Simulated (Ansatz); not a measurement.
# BrGaH₂S₂: a ladder of functionals and wavefunction methods

The task here is to estimate one member of a computed series from the others.

Program: Ansatz 0.2.0, Gaussian basis. Level of theory: functionals in def2-TZVPP, the program's frozen cores in correlated methods. These are calculated values, not measurements.

Levels to be run: LDA (SPW92), PBE-D4, revPBE-D4, BLYP-D4, r2SCAN-D4, B97M-V, PBE0-D4, B3LYP-D4, r2SCANh-D4, r2SCAN0-D4, HSE06-D4, BHLYP-D4, CAM-B3LYP-D4, LC-ωPBE, ωB97X-V, ωB97M-V, B2PLYP, PBE-QIDH; CCSD(T)/def2-SVP; CCSD(T)/def2-TZVPP; MP2/def2-QZVPP; extrapolation to the limit; RPA on PBE.

## The relaxed structure

The geometry comes from an earlier relaxation with PBE0-D4 in a triple-zeta def2 set; it is a stationary point.

SMILES `[SH][Ga]([SH])[Br]`, 6 atoms, charge 0, spin multiplicity 1.

Atoms are counted from 1 here; the program's logs count them from 0.

Bond lengths: S1–Ga2 2.188 Å, S1–H5 1.344 Å, Ga2–S3 2.188 Å, Ga2–Br4 2.276 Å, S3–H6 1.344 Å. Angles: Ga2–S1–H5 93.8°, S1–Ga2–S3 126.0°, S1–Ga2–Br4 117.0°, S3–Ga2–Br4 117.0°, Ga2–S3–H6 93.8°.

The first run:

Input file in.yaml:

```yaml
crystal:
  periodic: [false, false, false]
  atoms:
    - {symbol: S, position_ang: [-1.235507, 1.206519, -0.938350]}
    - {symbol: Ga, position_ang: [-0.254177, -0.615652, -0.227372]}
    - {symbol: S, position_ang: [1.474268, -0.707748, 1.111667]}
    - {symbol: Br, position_ang: [-1.110005, -2.597840, -0.946840]}
    - {symbol: H, position_ang: [-0.400934, 2.022851, -0.272595]}
    - {symbol: H, position_ang: [1.568455, 0.627869, 1.227389]}
basis:
  gaussian: {orbitals: def2-TZVPP}
hamiltonian: {xc: lda}
output: {orbitals: {seedname: orbitals}}
```

Launch:

```console
$ ansatz run in.yaml --threads 4 --pin off --events-out ev --progress --plain --max-ram 10444MiB
```

Steps of the session up to this table: LDA; PBE-D4 (GGA); revPBE-D4 (GGA); BLYP-D4 (GGA); r2SCAN-D4 (meta-GGA); B97M-V (meta-GGA); B3LYP-D4 (hybrid); r2SCANh-D4 (hybrid); r2SCAN0-D4 (hybrid); HSE06-D4 (hybrid); BHLYP-D4 (hybrid); CAM-B3LYP-D4 (range-separated); LC-ωPBE (range-separated); ωB97X-V (range-separated); ωB97M-V (range-separated); B2PLYP (double hybrid); PBE-QIDH (double hybrid).

One table of the session follows, with a row left open; its other results are not shown here.

It belongs to the step «Orbital energies across the functionals». 

| functional | HOMO (eV) | gap (eV) |
| --- | --- | --- |
| LDA (SPW92) | -6.84 | 4.31 |
| PBE-D4 | -6.70 | 4.46 |
| revPBE-D4 | -6.65 | 4.53 |
| BLYP-D4 | -6.51 | 4.34 |
| r2SCAN-D4 | -7.01 | 5.02 |
| B97M-V | -7.05 | 5.11 |
| PBE0-D4 | -7.93 | 6.59 |
| B3LYP-D4 | -7.66 | 6.03 |
| r2SCANh-D4 | -7.46 | 5.79 |
| r2SCAN0-D4 | -8.13 | 6.93 |
| HSE06-D4 | -7.53 | 5.82 |
| BHLYP-D4 | -8.99 | 8.57 |
| CAM-B3LYP-D4 | -9.23 | 8.85 |
| LC-ωPBE | -10.67 | 11.52 |
| ωB97X-V | -10.28 | 11.00 |
| ωB97M-V | ? | ? |

Estimate the missing values for ωB97M-V.

As computed: HOMO (eV): -10.09; gap (eV): 10.63. In the column «HOMO (eV)» it lies between ωB97X-V (-10.28) and CAM-B3LYP-D4 (-9.23).
